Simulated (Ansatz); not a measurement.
# CGaGe: the cost of one run

The runs use Ansatz 0.2.0, Gaussian basis; the settings change from run to run.

## 1. The geometry

The geometry is a PBE0/def2-TZVP stationary point (not a proven minimum) with its atoms shifted at random (size 0.100 Å). No spin-orbit coupling is included. The filled d shell of Ga, Ge may be among the frozen orbitals whatever the setting's name suggests; the logs give the count.

3 atoms, charge 0, spin multiplicity 2.

Atoms are counted from 1 here; the program's logs count them from 0.

Bond lengths: Ga1–C2 1.855 Å, C2–Ge3 1.757 Å. Angles: Ga1–C2–Ge3 115.1°.

## 2. CISD/6-31G*

File in.yaml:

```yaml
crystal:
  periodic: [false, false, false]
  atoms:
    - {symbol: Ga, position_ang: [0.054355, 0.086230, -1.556500]}
    - {symbol: C, position_ang: [-0.110519, -0.885895, 0.015198]}
    - {symbol: Ge, position_ang: [-0.033899, 0.063711, 1.491483]}
basis:
  gaussian: {orbitals: "6-31G*"}
magnetization: {spin_polarized: false, initial_magnetization: 1}
hamiltonian: {pseudopotentials: {relativity: scalar}}
correlation: {active_space: {ras: {orbitals: [5, 1, 50], electrons: 11, max_holes: 2, max_particles: 2}, fixed_orbitals: true}}
accuracy: high
scf: {lower_state_search: off}
output: {forces: true}
```

Command:

```bash
> ansatz run in.yaml --threads 1 --pin off --events-out ev --progress --plain --max-ram 2393MiB
```

What time and memory should one allow on 1 thread of AMD EPYC, shared host?

About 37 s, with a peak of 0.52 GiB.
